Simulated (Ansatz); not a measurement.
# C₃H₁₀F₂OSi₂: one species, many methods

An exercise on one series of results from a longer session: the logs are not shown, and one member is left open.

Method: functionals in def2-TZVPP, the program's frozen cores in correlated methods; program: Ansatz 0.2.0, Gaussian basis.

The runs, in order: LDA (SPW92), PBE-D4, revPBE-D4, BLYP-D4, r2SCAN-D4, B97M-V, PBE0-D4, B3LYP-D4, r2SCANh-D4, r2SCAN0-D4, HSE06-D4, BHLYP-D4, CAM-B3LYP-D4, LC-ωPBE, ωB97X-V, ωB97M-V, B2PLYP, PBE-QIDH; CCSD(T)/def2-SVP; CCSD(T)/def2-TZVPP; MP2/def2-QZVPP; extrapolation to the limit; RPA on PBE.

### Structure used throughout

An earlier PBE0-D4 in a triple-zeta def2 set relaxation fixed the geometry.

SMILES `CO[SiH](F)CC[SiH2]F`, 18 atoms, charge 0, spin multiplicity 1.

Atoms are counted from 1 here; the program's logs count them from 0.

Bond lengths: C1–O2 1.410 Å, C1–H9 1.091 Å, C1–H10 1.094 Å, C1–H11 1.096 Å, O2–Si3 1.626 Å, Si3–F4 1.604 Å, Si3–C5 1.851 Å, Si3–H12 1.485 Å, C5–C6 1.536 Å, C5–H13 1.096 Å, C5–H14 1.097 Å, C6–Si7 1.869 Å, C6–H15 1.097 Å, C6–H16 1.096 Å, Si7–F8 1.605 Å, Si7–H17 1.487 Å, Si7–H18 1.481 Å. Angles: O2–C1–H9 108.2°, O2–C1–H10 110.9°, O2–C1–H11 111.4°, H9–C1–H10 108.8°, H9–C1–H11 108.6°, H10–C1–H11 108.8°, C1–O2–Si3 126.5°, O2–Si3–F4 109.6°, O2–Si3–C5 107.3°, O2–Si3–H12 110.8°, F4–Si3–C5 109.4°, F4–Si3–H12 105.6°, C5–Si3–H12 114.0°, Si3–C5–C6 115.8°, Si3–C5–H13 107.0°, Si3–C5–H14 107.2°, C6–C5–H13 110.4°, C6–C5–H14 110.0° and more.

Coordinates:

```xyz
18
charge 0, multiplicity 1
C     1.15097   -1.91762   -1.64877
O     0.80953   -0.80356   -0.85430
Si    0.07709    0.55737   -1.35966
F    -1.37355    0.20288   -1.94393
C    -0.10689    1.66403    0.11250
C    -1.03504    1.15124    1.22393
Si   -0.49320   -0.37682    2.15433
F     1.06730   -0.25280    2.50772
H     1.82648   -2.55202   -1.07368
H     0.26125   -2.49659   -1.91209
H     1.65845   -1.61142   -2.57020
H     0.82308    1.17149   -2.48742
H     0.89980    1.84282    0.50690
H    -0.46167    2.63473   -0.25426
H    -2.03620    0.94387    0.82603
H    -1.17462    1.93591    1.97642
H    -1.23034   -0.44507    3.44398
H    -0.70004   -1.63702    1.40431
```

The first run:

in.yaml reads:

```yaml
crystal:
  periodic: [false, false, false]
  atoms:
    - {symbol: C, position_ang: [1.150971, -1.917623, -1.648772]}
    - {symbol: O, position_ang: [0.809527, -0.803561, -0.854297]}
    - {symbol: Si, position_ang: [0.077091, 0.557368, -1.359656]}
    - {symbol: F, position_ang: [-1.373548, 0.202883, -1.943933]}
    - {symbol: C, position_ang: [-0.106887, 1.664035, 0.112502]}
    - {symbol: C, position_ang: [-1.035036, 1.151238, 1.223930]}
    - {symbol: Si, position_ang: [-0.493197, -0.376821, 2.154332]}
    - {symbol: F, position_ang: [1.067299, -0.252797, 2.507717]}
    - {symbol: H, position_ang: [1.826477, -2.552020, -1.073682]}
    - {symbol: H, position_ang: [0.261249, -2.496587, -1.912085]}
    - {symbol: H, position_ang: [1.658450, -1.611423, -2.570195]}
    - {symbol: H, position_ang: [0.823077, 1.171485, -2.487425]}
    - {symbol: H, position_ang: [0.899801, 1.842816, 0.506898]}
    - {symbol: H, position_ang: [-0.461670, 2.634730, -0.254261]}
    - {symbol: H, position_ang: [-2.036199, 0.943867, 0.826026]}
    - {symbol: H, position_ang: [-1.174621, 1.935909, 1.976416]}
    - {symbol: H, position_ang: [-1.230340, -0.445074, 3.443975]}
    - {symbol: H, position_ang: [-0.700042, -1.637024, 1.404312]}
basis:
  gaussian: {orbitals: def2-TZVPP}
hamiltonian: {xc: lda}
output: {orbitals: {seedname: orbitals}}
```

Among the steps run: LDA; PBE-D4 (GGA); revPBE-D4 (GGA); BLYP-D4 (GGA); r2SCAN-D4 (meta-GGA); B97M-V (meta-GGA); PBE0-D4 (hybrid); B3LYP-D4 (hybrid); r2SCANh-D4 (hybrid); r2SCAN0-D4 (hybrid); HSE06-D4 (hybrid); BHLYP-D4 (hybrid); CAM-B3LYP-D4 (range-separated); LC-ωPBE (range-separated); ωB97X-V (range-separated); ωB97M-V (range-separated); B2PLYP (double hybrid); PBE-QIDH (double hybrid).

One table of the session follows, with a row left open; its other results are not shown here.

It belongs to the step «Orbital energies across the functionals». 

| functional | HOMO (eV) | LUMO (eV) | gap (eV) |
| --- | --- | --- | --- |
| LDA (SPW92) | -7.04 | -0.70 | 6.34 |
| PBE-D4 | -6.95 | -0.44 | 6.51 |
| revPBE-D4 | -6.90 | -0.32 | 6.58 |
| BLYP-D4 | -6.87 | -0.32 | 6.55 |
| r2SCAN-D4 | -7.27 | 0.03 | 7.30 |
| B97M-V | -7.41 | -0.25 | 7.15 |
| PBE0-D4 | -8.38 | 0.45 | 8.82 |
| B3LYP-D4 | -8.18 | 0.21 | 8.39 |
| r2SCANh-D4 | -7.80 | 0.32 | 8.12 |
| r2SCAN0-D4 | -8.58 | 0.74 | 9.32 |
| HSE06-D4 | -7.97 | 0.07 | 8.05 |
| BHLYP-D4 | -9.70 | 1.28 | 10.98 |
| CAM-B3LYP-D4 | -9.78 | 1.39 | 11.17 |
| LC-ωPBE | -11.09 | 2.62 | 13.71 |
| ωB97X-V | ? | ? | ? |
| ωB97M-V | -10.63 | 2.08 | 12.71 |

Q: Estimate the row for ωB97X-V from the others.

The run gave: HOMO (eV): -10.78; LUMO (eV): 2.44; gap (eV): 13.22. In the column «HOMO (eV)» it lies between LC-ωPBE (-11.09) and ωB97M-V (-10.63).
